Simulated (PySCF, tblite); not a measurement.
# C6H10ClPSi2: geometry, infrared bands and NMR shifts

Aim: predict the infrared bands and NMR shifts of C6H10ClPSi2 (`Cl[SiH2]P[SiH2]c1ccccc1`).

Programs: tblite 0.8.0 and PySCF 2.14.0, with density-fitted response routines of our own. Each step states its level of theory. These are calculated values for one molecule in the gas phase, unless marked as measured. Atoms are numbered from 0 throughout.

## Step 1: The molecule as given

20 atoms, charge 0, multiplicity 1; geometry from: force field or distance geometry start.

Bonds of the start (Å): Cl0–Si1 2.04, Si1–P2 2.21, P2–Si3 2.21, Si3–C4 1.87, C4–C5 1.41, C5–C6 1.40, C6–C7 1.40, C7–C8 1.40, C8–C9 1.40, C9–C4 1.40, Si1–H10 1.47, Si1–H11 1.48, P2–H12 1.42, Si3–H13 1.49, Si3–H14 1.48, C5–H15 1.08, C6–H16 1.09, C7–H17 1.07, C8–H18 1.08, C9–H19 1.09.

## Step 2: Optimising the geometry with GFN2-xTB

What the job is given:

```
{"job": {"kind": "relax", "xc": "GFN2-xTB", "basis": "xTB"}, "charge": 0, "multiplicity": 1}
Cl    -4.586900     0.095600     1.839300
Si    -2.904000     0.186100     0.688300
P     -2.150100    -1.873000     0.405200
Si    -0.773700    -1.313500    -1.235500
C      0.633900    -0.307500    -0.526600
C      0.871500     0.999400    -1.002500
C      1.923300     1.767100    -0.479900
C      2.750200     1.242400     0.521500
C      2.528100    -0.057200     0.988700
C      1.474500    -0.823100     0.471000
H     -3.281400     0.797000    -0.598100
H     -1.913300     1.009300     1.424400
H     -3.226300    -2.341300    -0.390000
H     -0.249300    -2.574500    -1.829200
H     -1.513700    -0.551000    -2.263500
H      0.253800     1.443600    -1.766700
H      2.098400     2.774700    -0.842500
H      3.556100     1.827400     0.923600
H      3.164400    -0.463400     1.768000
H      1.339500    -1.827300     0.864000
```

Launch:

```sh
$ OMP_NUM_THREADS=1 python probes_run.py task.json out
```

This one command runs all jobs of the session in turn.

**Question.** This job is followed by: GFN2-xTB harmonic vibrations, gas phase; GIAO PBE0/pcSseg-1 NMR shielding, non-relativistic, gas phase. Predict these results of the whole session: strongest single infrared mode (GFN2-xTB); zero-point energy (GFN2-xTB); 13C shifts against TMS (PBE0/pcSseg-1, means over atoms taken as alike); 1H shifts against TMS (PBE0/pcSseg-1, means over atoms taken as alike); 35Cl shifts against HCl (PBE0/pcSseg-1); 29Si shifts against TMS (PBE0/pcSseg-1); 31P shifts against H3PO4 (PBE0/pcSseg-1); surface potential, 1st and 99th percentile.

**Answer**, as computed:

| quantity | value |
| --- | --- |
| strongest single infrared mode (GFN2-xTB) | 669 cm⁻¹, 463 km/mol |
| zero-point energy (GFN2-xTB) | 82.8 kcal/mol |
| 13C shifts against TMS (PBE0/pcSseg-1, means over atoms taken as alike) | 140.6, 136.3, 135.4, 133.7 ppm |
| 1H shifts against TMS (PBE0/pcSseg-1, means over atoms taken as alike) | 7.84, 7.70, 7.66, 5.22, 5.13, 0.97 ppm |
| 35Cl shifts against HCl (PBE0/pcSseg-1) | -53 ppm |
| 29Si shifts against TMS (PBE0/pcSseg-1) | -9.2, -47.4 ppm |
| 31P shifts against H3PO4 (PBE0/pcSseg-1) | -294.1 ppm |
| surface potential, 1st and 99th percentile | -0.77 V and 1.08 V |

In words: The optimisation took 46 steps and gained 0.141 eV; among the close pairs (by a distance rule), P2–H12 changed most, from 1.418 to 1.381 Å. The lowest mode is slightly imaginary (20i cm⁻¹), a soft motion within the noise of the Hessian, so the minimum is not strictly shown. Unscaled tight-binding wavenumbers are off by several per cent, some by more. Its intensities can rank the bands wrongly. NICS(1)zz of -29 ppm above the planar ring from C4 marks a diatropic (aromatic) ring current. At PBE0/pcSseg-1, counted by nearest atom on the grid, the HOMO lies on P2 49 %; C4, C7 about 7 % each, the LUMO on C4, C7 about 19 % each; C9 13 %.
